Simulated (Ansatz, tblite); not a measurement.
# SiGe2H8: isomers side by side

Aim: relax some chosen isomers of SiGe2H8, and see how the levels of theory order them.

Program: Ansatz 0.2.0, Gaussian basis. Level of theory: relaxed with PBE0-D4/def2-SVP, singlet. These are calculated values, not measurements.

2 further runs of the same task are left out: 2 set aside as unsound or not needed.

### Step 1. The starting structure

11 atoms, charge 0, spin multiplicity 1.

Atoms are counted from 1 here; the program's logs count them from 0.

Bond lengths: Ge1–Si3 2.339 Å, Ge1–H4 1.500 Å, Ge1–H5 1.500 Å, Ge1–H6 1.500 Å, Ge2–Si3 2.337 Å, Ge2–H7 1.500 Å, Ge2–H8 1.500 Å, Ge2–H9 1.500 Å, Si3–H10 1.466 Å, Si3–H11 1.466 Å. Angles: Si3–Ge1–H4 115.2°, Si3–Ge1–H5 115.1°, Si3–Ge1–H6 115.2°, H4–Ge1–H5 103.3°, H4–Ge1–H6 103.1°, H5–Ge1–H6 103.3°, Si3–Ge2–H7 115.0°, Si3–Ge2–H8 115.1°, Si3–Ge2–H9 115.1°, H7–Ge2–H8 103.2°, H7–Ge2–H9 103.4°, H8–Ge2–H9 103.5°, Ge1–Si3–Ge2 110.9°, Ge1–Si3–H10 109.7°, Ge1–Si3–H11 109.7°, Ge2–Si3–H10 109.7°, Ge2–Si3–H11 109.6°, H10–Si3–H11 107.1°.

The isomers as started, chosen beforehand: A: Si(GeH3)2H2; B: n-GeGeSiH8. The structure above is A.

### Step 2. Relaxing candidate A

File in.yaml:

```yaml
crystal:
  periodic: [false, false, false]
  atoms:
    - {symbol: Ge, position_ang: [-0.850550, -0.015110, 1.757380]}
    - {symbol: Ge, position_ang: [1.377050, 0.014260, -1.384960]}
    - {symbol: Si, position_ang: [-0.817690, 0.002190, -0.581140]}
    - {symbol: H, position_ang: [0.016910, -1.057080, 2.399960]}
    - {symbol: H, position_ang: [-2.196160, -0.257760, 2.374240]}
    - {symbol: H, position_ang: [-0.395370, 1.256010, 2.411970]}
    - {symbol: H, position_ang: [2.185390, -1.201860, -1.042530]}
    - {symbol: H, position_ang: [2.229440, 1.143880, -0.888260]}
    - {symbol: H, position_ang: [1.507070, 0.107960, -2.876410]}
    - {symbol: H, position_ang: [-1.532030, 1.183240, -1.076030]}
    - {symbol: H, position_ang: [-1.524080, -1.175710, -1.094210]}
basis:
  gaussian: {orbitals: def2-SVP}
hamiltonian: {xc: pbe0, dispersion: d4}
scf: {lower_state_search: "off"}
output: {orbitals: {seedname: orbitals}}
relax: {f_tol: 0.02, max_steps: 100}
```

Started as:

```
> ansatz run in.yaml --threads 2 --pin off --events-out ev --progress --plain --max-ram 4352MiB
```

Log (excerpt; [...] marks lines left out):

```text
Functional definition: PBE0
  name "PBE0"
  cite "Adamo & Barone, J. Chem. Phys. 110, 6158 (1999) doi:10.1063/1.478522"
  cite "Perdew, Burke & Ernzerhof, Phys. Rev. Lett. 77, 3865 (1996) doi:10.1103/PhysRevLett.77.3865"
  parent pbe
[...]
1298 factors; integrals over basis functions are off by at most 2.9e-4 eV
[...]
mean field -121009.63117975 eV, -4447.0219225818 hartree, gradient 9.0e-6 eV, S^2 0.000000; 0 other end points of the search recorded, 0 dependent functions left out
[...]
reference -121009.63121258 eV, -4447.0219237885 hartree; 43, 43 occupied and 79, 79 virtual orbitals, 1298 factors
relax step   1: F+E_penalty+E_count = -121009.83620103 eV  Δ(F+E_penalty+E_count) = +0.000e0 eV  max|allowed force component| = 8.674e-1 eV/Å  Δτ_max = 0.0000 Å  (12 SCF iters, accepted)
[...]
relax step   3: F+E_penalty+E_count = -121010.08513430 eV  Δ(F+E_penalty+E_count) = -1.666e-2 eV  max|allowed force component| = 8.189e-2 eV/Å  Δτ_max = 0.0472 Å  (13 SCF iters, accepted)
[...]
relax step   4: F+E_penalty+E_count = -121010.08601530 eV  Δ(F+E_penalty+E_count) = -8.810e-4 eV  max|allowed force component| = 9.374e-3 eV/Å  Δτ_max = 0.0136 Å  (14 SCF iters, accepted)
Total energy: -121010.08604840 eV, -4447.0386386963 hartree
Atom 0 at    -0.845904    -0.017339     1.811528 Å, force     0.009374    -0.001150     0.004978 eV/Å
Atom 1 at     1.429133     0.017718    -1.398185 Å, force     0.006936     0.002755     0.006914 eV/Å
Atom 2 at    -0.806397     0.001481    -0.571955 Å, force    -0.001421    -0.000244    -0.000496 eV/Å
Atom 3 at     0.073613    -1.129416     2.350968 Å, force    -0.002054    -0.002901    -0.001137 eV/Å
Atom 4 at    -2.271426    -0.263396     2.341012 Å, force     0.001214     0.004861    -0.006995 eV/Å
Atom 5 at    -0.346473     1.332783     2.359568 Å, force     0.007060    -0.002265    -0.002910 eV/Å
Atom 6 at     2.154218    -1.274713    -0.977892 Å, force     0.000074     0.001371     0.004118 eV/Å
Atom 7 at     2.203804     1.217851    -0.821591 Å, force    -0.001593     0.001423     0.001487 eV/Å
Atom 8 at     1.452246     0.114082    -2.935464 Å, force    -0.005922    -0.000817     0.004036 eV/Å
Atom 9 at    -1.531228     1.213293    -1.067489 Å, force    -0.008707     0.000814    -0.004859 eV/Å
Atom 10 at    -1.511606    -1.212325    -1.090491 Å, force    -0.004961    -0.003847    -0.005136 eV/Å
Dipole moment:    -0.011412     0.000027    -0.008147 e Å
Checks for a lower state left out: stability, starts, cluster_reference, orbital_swaps, neighbouring_geometries, increment
```

Wall time 13 s (2 threads of Arm Neoverse V1, shared host).

The steps of the relaxation:

```tsv
step	energy from step 1 (eV)	largest force component (eV/Å)
1	0.0000	0.8674
2	-0.2323	0.1268
3	-0.2489	0.0819
4	-0.2498	0.0094
```

Close pairs (by a distance rule), those that changed most:

```tsv
bond	before (Å)	after (Å)	change (Å)
Ge2–Si3	2.337	2.383	+0.046
Ge1–Si3	2.339	2.384	+0.045
Ge2–H8	1.500	1.540	+0.041
Ge2–H7	1.500	1.540	+0.041
Ge1–H5	1.500	1.540	+0.040
Ge2–H9	1.500	1.540	+0.040
Ge1–H4	1.500	1.541	+0.040
Ge1–H6	1.500	1.540	+0.040
```

### Step 3. Relaxing candidate B

File in.yaml:

```yaml
crystal:
  periodic: [false, false, false]
  atoms:
    - {symbol: Ge, position_ang: [1.860240, -0.802740, 0.184970]}
    - {symbol: Ge, position_ang: [0.017440, 0.371520, -0.772530]}
    - {symbol: Si, position_ang: [-1.985250, 0.544780, 0.441520]}
    - {symbol: H, position_ang: [1.637310, -2.283640, 0.311830]}
    - {symbol: H, position_ang: [2.190320, -0.369280, 1.586090]}
    - {symbol: H, position_ang: [3.160900, -0.684600, -0.555470]}
    - {symbol: H, position_ang: [0.554860, 1.730070, -1.177640]}
    - {symbol: H, position_ang: [-0.194240, -0.245140, -2.141310]}
    - {symbol: H, position_ang: [-3.130860, 0.630470, -0.464060]}
    - {symbol: H, position_ang: [-1.959240, 1.738860, 1.287460]}
    - {symbol: H, position_ang: [-2.151480, -0.630290, 1.299140]}
basis:
  gaussian: {orbitals: def2-SVP}
hamiltonian: {xc: pbe0, dispersion: d4}
scf: {lower_state_search: "off"}
output: {orbitals: {seedname: orbitals}}
relax: {f_tol: 0.02, max_steps: 100}
```

Launched as before.

Log (excerpt; [...] marks lines left out):

```text
Functional definition: PBE0
  name "PBE0"
  cite "Adamo & Barone, J. Chem. Phys. 110, 6158 (1999) doi:10.1063/1.478522"
  cite "Perdew, Burke & Ernzerhof, Phys. Rev. Lett. 77, 3865 (1996) doi:10.1103/PhysRevLett.77.3865"
  parent pbe
[...]
1290 factors; integrals over basis functions are off by at most 3.6e-4 eV
[...]
mean field -121009.77818722 eV, -4447.0273250065 hartree, gradient 5.9e-6 eV, S^2 0.000000; 0 other end points of the search recorded, 0 dependent functions left out
[...]
reference -121009.77821995 eV, -4447.0273262096 hartree; 43, 43 occupied and 79, 79 virtual orbitals, 1290 factors
relax step   1: F+E_penalty+E_count = -121009.97851354 eV  Δ(F+E_penalty+E_count) = +0.000e0 eV  max|allowed force component| = 7.265e-1 eV/Å  Δτ_max = 0.0000 Å  (13 SCF iters, accepted)
[...]
Atom 2 at    -1.903475     0.470906     0.427035 Å, force    -0.007976    -0.011256     0.005549 eV/Å
Atom 3 at     1.486491    -2.180600     0.594914 Å, force    -0.000776     0.005422     0.000829 eV/Å
Atom 4 at     2.107726     0.023966     1.597049 Å, force    -0.001878    -0.000555    -0.006523 eV/Å
Atom 5 at     3.154548    -0.709594    -0.554945 Å, force    -0.001320    -0.002553     0.000129 eV/Å
Atom 6 at     0.473581     1.758154    -1.369321 Å, force     0.001978    -0.004691     0.001122 eV/Å
Atom 7 at    -0.263694    -0.466898    -2.218133 Å, force     0.005477     0.001023     0.002810 eV/Å
Atom 8 at    -3.032994     1.124251    -0.302817 Å, force     0.002880    -0.001398     0.002495 eV/Å
Atom 9 at    -1.596990     1.264667     1.656702 Å, force    -0.000763    -0.002191    -0.004439 eV/Å
Atom 10 at    -2.323713    -0.904804     0.837441 Å, force     0.005541     0.011856    -0.004245 eV/Å
Dipole moment:     0.000850     0.003645    -0.010735 e Å
Checks for a lower state left out: stability, starts, cluster_reference, orbital_swaps, neighbouring_geometries, increment
```

Run time: 38 s. Hardware: 2 threads of Arm Neoverse V1, shared host.

Along the way:

```tsv
step	energy from step 1 (eV)	largest force component (eV/Å)
1	0.0000	0.7265
2	-0.1614	0.3219
3	-0.1888	0.0900
4	-0.2010	0.0345
5	-0.2037	0.1900
6	-0.2074	0.0983
7	-0.2109	0.0109
8	-0.2126	0.0664
9	-0.2135	0.0460
10	-0.2141	0.0199
11	-0.2145	0.0132
12	-0.2146	0.0119
```

The force was under the threshold of 0.02 eV/Å already at step 7, but the program went on to step 12.

Distances of close pairs at the start and the end, largest changes first:

```tsv
bond	before (Å)	after (Å)	change (Å)
Ge1–Ge2	2.386	2.425	+0.039
Ge1–H6	1.501	1.540	+0.039
Ge1–H4	1.503	1.540	+0.037
Ge1–H5	1.503	1.541	+0.037
Ge2–Si3	2.348	2.382	+0.034
Si3–H9	1.463	1.495	+0.032
Si3–H10	1.464	1.495	+0.032
Si3–H11	1.464	1.496	+0.032
```

### Step 4. The relaxed candidates

```tsv
candidate	point group	bonds (count, mean Å)	energy above the lowest (kJ/mol)
A	C1	Ge–Si 2, 2.38; Ge–H 6, 1.54; H–Si 2, 1.50	10.3
B	C1	Ge–Ge 1, 2.42; Ge–Si 1, 2.38; Ge–H 5, 1.54; H–Si 3, 1.50	0.0
```

### Step 5. Candidate A, first pass, PBE0-D4/def2-SVP

start.molden holds the orbitals of an earlier run on this state, given as this run's starting guess.

File in.yaml:

```yaml
crystal:
  periodic: [false, false, false]
  atoms:
    - {symbol: Ge, position_ang: [-0.845904, -0.017339, 1.811528]}
    - {symbol: Ge, position_ang: [1.429133, 0.017718, -1.398185]}
    - {symbol: Si, position_ang: [-0.806397, 0.001481, -0.571955]}
    - {symbol: H, position_ang: [0.073613, -1.129416, 2.350968]}
    - {symbol: H, position_ang: [-2.271426, -0.263396, 2.341012]}
    - {symbol: H, position_ang: [-0.346473, 1.332783, 2.359568]}
    - {symbol: H, position_ang: [2.154218, -1.274713, -0.977892]}
    - {symbol: H, position_ang: [2.203804, 1.217851, -0.821591]}
    - {symbol: H, position_ang: [1.452246, 0.114082, -2.935464]}
    - {symbol: H, position_ang: [-1.531228, 1.213293, -1.067489]}
    - {symbol: H, position_ang: [-1.511606, -1.212325, -1.090491]}
basis:
  gaussian: {orbitals: def2-SVP, initial_orbitals: start.molden}
hamiltonian: {xc: pbe0, dispersion: d4}
output: {orbitals: {seedname: orbitals}}
```

Launched as before.

Log:

```text
Functional definition: PBE0
  name "PBE0"
  cite "Adamo & Barone, J. Chem. Phys. 110, 6158 (1999) doi:10.1063/1.478522"
  cite "Perdew, Burke & Ernzerhof, Phys. Rev. Lett. 77, 3865 (1996) doi:10.1103/PhysRevLett.77.3865"
  parent pbe
  parameter a = 0.25
  parameter kappa = 0.804
  parameter beta = 0.06672455060314922
  exchange = (1 - a)*pbe_x(kappa = kappa, mu = beta*pi^2/3) + a*exact_x
  correlation = pbe_c(beta = beta)
1209 factors; integrals over basis functions are off by at most 1.4e-3 eV
mean field evaluation 1: about -120946.3551 eV, gradient 8.7e1 eV
mean field evaluation 2: about -120969.3485 eV, gradient 3.7e1 eV
mean field evaluation 4: about -121008.1807 eV, gradient 1.6e1 eV
mean field evaluation 8: about -121009.8817 eV, gradient 2.3e-4 eV
mean field evaluation 16: about -121009.8388 eV, gradient 2.1e-1 eV
mean field -121009.88174358 eV, -4447.0311306327 hartree, gradient 1.3e-5 eV, S^2 0.000000; 1 other end points of the search recorded, 0 dependent functions left out
reference -121009.88177667 eV, -4447.0311318489 hartree; 43, 43 occupied and 79, 79 virtual orbitals, 1209 factors
Total energy: -121010.08601321 eV, -4447.0386374032 hartree
```

Wall time 5 s (2 threads of Arm Neoverse V1, shared host).

HOMO -7.97 eV, LUMO 0.04 eV.

### Step 6. Candidate A, GFN1-xTB

Tight binding, by tblite at 300 K electronic temperature and without a spin-polarisation term:

```python
tblite.interface.Calculator('GFN1-xTB', numbers, positions, charge=0, uhf=0).singlepoint()
```

Energy -257.7656 eV, HOMO -11.66 eV, LUMO -7.96 eV; 0.007 s.

### Step 7. Candidate A, GFN2-xTB

Tight binding, by tblite at 300 K electronic temperature and without a spin-polarisation term:

```python
tblite.interface.Calculator('GFN2-xTB', numbers, positions, charge=0, uhf=0).singlepoint()
```

Energy -262.3644 eV, HOMO -10.19 eV, LUMO -5.68 eV; 0.005 s.

### Step 8. Candidate A, PBE0-D4/def2-TZVP

Edit in.yaml of step 5 so:

```diff
@@ -15,4 +15,5 @@
 basis:
-  gaussian: {orbitals: def2-SVP, initial_orbitals: start.molden}
+  gaussian: {orbitals: def2-TZVP, initial_orbitals: start.molden}
 hamiltonian: {xc: pbe0, dispersion: d4}
+scf: {omitted_lower_state_checks: [starts]}
 output: {orbitals: {seedname: orbitals}}
```

The command is unchanged.

Log:

```text
Functional definition: PBE0
  name "PBE0"
  cite "Adamo & Barone, J. Chem. Phys. 110, 6158 (1999) doi:10.1063/1.478522"
  cite "Perdew, Burke & Ernzerhof, Phys. Rev. Lett. 77, 3865 (1996) doi:10.1103/PhysRevLett.77.3865"
  parent pbe
  parameter a = 0.25
  parameter kappa = 0.804
  parameter beta = 0.06672455060314922
  exchange = (1 - a)*pbe_x(kappa = kappa, mu = beta*pi^2/3) + a*exact_x
  correlation = pbe_c(beta = beta)
these checks for a lower state are left out or cut short: starts
1422 factors; their error is unknown
mean field evaluation 1: about -121024.9801 eV, gradient 1.6e2 eV
mean field evaluation 2: about -121026.3016 eV, gradient 2.3e0 eV
mean field evaluation 4: about -121026.8860 eV, gradient 1.6e-1 eV
mean field -121026.88606451 eV, -4447.6560279008 hartree, gradient 4.0e-5 eV, S^2 0.000000; 0 other end points of the search recorded, 0 dependent functions left out
reference -121026.88610332 eV, -4447.6560293272 hartree; 43, 43 occupied and 138, 138 virtual orbitals, 1422 factors
Total energy: -121027.09033986 eV, -4447.6635348815 hartree
Checks for a lower state left out: starts
```

Run time: 5.5 s. Hardware: 2 threads of Arm Neoverse V1, shared host.

HOMO -7.94 eV, LUMO -0.13 eV.

### Step 9. Candidate A, PBE-D4/def2-TZVP

Edit in.yaml of step 8 so:

```diff
@@ -16,4 +16,4 @@
   gaussian: {orbitals: def2-TZVP, initial_orbitals: start.molden}
-hamiltonian: {xc: pbe0, dispersion: d4}
+hamiltonian: {xc: pbe, dispersion: d4}
 scf: {omitted_lower_state_checks: [starts]}
-output: {orbitals: {seedname: orbitals}}
+output: {forces: true, orbitals: {seedname: orbitals}}
```

Same command.

Log (excerpt; [...] marks lines left out):

```text
Functional definition: PBE
  name "PBE"
  cite "Perdew, Burke & Ernzerhof, Phys. Rev. Lett. 77, 3865 (1996) doi:10.1103/PhysRevLett.77.3865"
  parent pbe
[...]
1320 factors; their error is unknown
[...]
mean field -121022.83928870 eV, -4447.5073116331 hartree, gradient 1.8e-5 eV, S^2 0.000000; 0 other end points of the search recorded, 0 dependent functions left out
[...]
reference -121022.83934001 eV, -4447.5073135187 hartree; 43, 43 occupied and 138, 138 virtual orbitals, 1320 factors
Total energy: -121023.07646272 eV, -4447.5160276173 hartree
Atom 0 at    -0.845904    -0.017339     1.811528 Å, force     0.006749     0.000161    -0.099056 eV/Å
Atom 1 at     1.429133     0.017718    -1.398185 Å, force    -0.092165     0.002458     0.039128 eV/Å
Atom 2 at    -0.806397     0.001481    -0.571955 Å, force    -0.010907    -0.000349    -0.007328 eV/Å
Atom 3 at     0.073613    -1.129416     2.350968 Å, force     0.067232    -0.086930     0.050455 eV/Å
Atom 4 at    -2.271426    -0.263396     2.341012 Å, force    -0.112090    -0.015109     0.051356 eV/Å
Atom 5 at    -0.346473     1.332783     2.359568 Å, force     0.044380     0.099921     0.050152 eV/Å
Atom 6 at     2.154218    -1.274713    -0.977892 Å, force     0.065129    -0.096431     0.031889 eV/Å
Atom 7 at     2.203804     1.217851    -0.821591 Å, force     0.067493     0.092100     0.040880 eV/Å
Atom 8 at     1.452246     0.114082    -2.935464 Å, force     0.011451     0.007100    -0.123673 eV/Å
Atom 9 at    -1.531228     1.213293    -1.067489 Å, force    -0.025623     0.015805    -0.016620 eV/Å
Atom 10 at    -1.511606    -1.212325    -1.090491 Å, force    -0.021649    -0.018726    -0.017181 eV/Å
Dipole moment:    -0.018688     0.000262    -0.013305 e Å
Checks for a lower state left out: starts
```

It took 4.2 s on 2 threads of Arm Neoverse V1, shared host.

Report: HOMO -6.90 eV, LUMO -0.93 eV.

### Step 10. Candidate A, r2SCAN-D4/def2-TZVP

Edit in.yaml of step 9 so:

```diff
@@ -16,4 +16,4 @@
   gaussian: {orbitals: def2-TZVP, initial_orbitals: start.molden}
-hamiltonian: {xc: pbe, dispersion: d4}
+hamiltonian: {xc: r2scan, dispersion: d4}
 scf: {omitted_lower_state_checks: [starts]}
-output: {forces: true, orbitals: {seedname: orbitals}}
+output: {orbitals: {seedname: orbitals}}
```

The command is unchanged.

Log:

```text
Functional definition: r2SCAN
  name "r2SCAN"
  cite "Furness, Kaplan, Ning, Perdew & Sun, J. Phys. Chem. Lett. 11, 8208 (2020) doi:10.1021/acs.jpclett.0c02405"
  cite "Furness, Kaplan, Ning, Perdew & Sun, J. Phys. Chem. Lett. 11, 9248 (2020) doi:10.1021/acs.jpclett.0c03077"
  parent r2scan
  parameter k0 = 0.174
  parameter k1 = 0.065
  parameter a1 = 4.9479
  exchange = r2scan_x(k0 = k0, k1 = k1, a1 = a1)
  correlation = r2scan_c
these checks for a lower state are left out or cut short: starts
1320 factors; their error is unknown
mean field evaluation 1: about -121043.2918 eV, gradient 9.0e0 eV
mean field evaluation 2: about -121043.3446 eV, gradient 7.4e-2 eV
mean field evaluation 4: about -121043.3196 eV, gradient 3.9e-5 eV
mean field -121043.31963496 eV, -4448.2599504760 hartree, gradient 6.7e-5 eV, S^2 0.000000; 0 other end points of the search recorded, 0 dependent functions left out
reference -121043.31964983 eV, -4448.2599510225 hartree; 43, 43 occupied and 138, 138 virtual orbitals, 1320 factors
Total energy: -121043.37682835 eV, -4448.2620522941 hartree
Checks for a lower state left out: starts
```

Run time: 7 s. Hardware: 2 threads of Arm Neoverse V1, shared host.

Report: HOMO -7.17 eV, LUMO -0.69 eV.

### Step 11. Candidate A, r2SCANh-D4/def2-TZVP

Edit in.yaml of step 10 so:

```diff
@@ -16,3 +16,3 @@
   gaussian: {orbitals: def2-TZVP, initial_orbitals: start.molden}
-hamiltonian: {xc: r2scan, dispersion: d4}
+hamiltonian: {xc: {name: r2SCANh}, dispersion: d4}
 scf: {omitted_lower_state_checks: [starts]}
```

The command is unchanged.

Log (excerpt; [...] marks lines left out):

```text
Functional definition: r2SCANh
  name "r2SCANh"
  cite "Bursch, Neugebauer, Ehlert & Grimme, J. Chem. Phys. 156, 134105 (2022) doi:10.1063/5.0086040"
  cite "Furness, Kaplan, Ning, Perdew & Sun, J. Phys. Chem. Lett. 11, 8208 (2020) doi:10.1021/acs.jpclett.0c02405"
  cite "Furness, Kaplan, Ning, Perdew & Sun, J. Phys. Chem. Lett. 11, 9248 (2020) doi:10.1021/acs.jpclett.0c03077"
  parent r2scan
[...]
1358 factors; their error is unknown
[...]
mean field -121042.87006914 eV, -4448.2434292368 hartree, gradient 4.0e-5 eV, S^2 0.000000; 0 other end points of the search recorded, 0 dependent functions left out
reference -121042.87008281 eV, -4448.2434297390 hartree; 43, 43 occupied and 138, 138 virtual orbitals, 1358 factors
Total energy: -121042.93248780 eV, -4448.2457230801 hartree
Checks for a lower state left out: starts
```

Run time: 9 s. Hardware: 2 threads of Arm Neoverse V1, shared host; peak memory 0.56 GiB.

HOMO -7.54 eV, LUMO -0.42 eV.

### Step 12. Candidate A, revPBE-D4/def2-TZVP

Edit in.yaml of step 11 so:

```diff
@@ -16,3 +16,3 @@
   gaussian: {orbitals: def2-TZVP, initial_orbitals: start.molden}
-hamiltonian: {xc: {name: r2SCANh}, dispersion: d4}
+hamiltonian: {xc: {name: revPBE}, dispersion: d4}
 scf: {omitted_lower_state_checks: [starts]}
```

The command is unchanged.

Log:

```text
Functional definition: revPBE
  name "revPBE"
  cite "Zhang & Yang, Phys. Rev. Lett. 80, 890 (1998) doi:10.1103/PhysRevLett.80.890"
  cite "Perdew, Burke & Ernzerhof, Phys. Rev. Lett. 77, 3865 (1996) doi:10.1103/PhysRevLett.77.3865"
  parameter kappa = 1.245
  parameter beta = 0.06672455060314922
  exchange = pbe_x(kappa = kappa, mu = beta*pi^2/3)
  correlation = pbe_c(beta = beta)
these checks for a lower state are left out or cut short: starts
1320 factors; their error is unknown
mean field evaluation 1: about -121034.1476 eV, gradient 1.2e1 eV
mean field evaluation 2: about -121034.2607 eV, gradient 1.3e-1 eV
mean field evaluation 4: about -121034.2285 eV, gradient 8.3e-5 eV
mean field -121034.22850572 eV, -4447.9258576387 hartree, gradient 8.7e-5 eV, S^2 0.000000; 0 other end points of the search recorded, 0 dependent functions left out
reference -121034.22856983 eV, -4447.9258599944 hartree; 43, 43 occupied and 138, 138 virtual orbitals, 1320 factors
Total energy: -121034.82561058 eV, -4447.9478008374 hartree
Checks for a lower state left out: starts
```

Wall time 3.2 s (2 threads of Arm Neoverse V1, shared host).

From the report: HOMO -6.86 eV, LUMO -0.85 eV.

### Step 13. Candidate A, B97M-V/def2-TZVP

Edit in.yaml of step 12 so:

```diff
@@ -16,3 +16,3 @@
   gaussian: {orbitals: def2-TZVP, initial_orbitals: start.molden}
-hamiltonian: {xc: {name: revPBE}, dispersion: d4}
+hamiltonian: {xc: {name: B97M-V}}
 scf: {omitted_lower_state_checks: [starts]}
```

Same command.

Log (excerpt; [...] marks lines left out):

```text
Functional definition: B97M-V
  name "B97M-V"
  cite "Mardirossian & Head-Gordon, J. Chem. Phys. 142, 074111 (2015) doi:10.1063/1.4907719"
  cite "Becke, J. Chem. Phys. 107, 8554 (1997) doi:10.1063/1.475007"
  cite "Vydrov & Van Voorhis, J. Chem. Phys. 133, 244103 (2010) doi:10.1063/1.3521275"
  # Of w^i u^j: cxij and so on, Table III.
[...]
  gx(w, u) = cx00 + cx01*u + cx02*u^2 + (cx10 + cx11*u)*w
  gss(w, u) = css00 + css02*u^2 + css10*w + (css32*w^3 + css42*w^4)*u^2
  gos(w, u) = cos00 + cos01*u + cos03*u^3 + cos10*w + cos32*w^3*u^2
[...]
      + integral(e_c_pw_mod_opposite_spin*gos(b97_w_opposite, b97_u_opposite)) + vv10(b, c)
[...]
1320 factors; their error is unknown
[...]
mean field -121021.67624896 eV, -4447.4645707109 hartree, gradient 1.1e-5 eV, S^2 0.000000; 0 other end points of the search recorded, 0 dependent functions left out
reference -121021.67632285 eV, -4447.4645734264 hartree; 43, 43 occupied and 138, 138 virtual orbitals, 1320 factors
Total energy: -121021.67632285 eV, -4447.4645734264 hartree
Checks for a lower state left out: starts
```

It took 18 s on 2 threads of Arm Neoverse V1, shared host.

HOMO -7.28 eV, LUMO -0.86 eV.

(Part 1 of 2 ends here.)
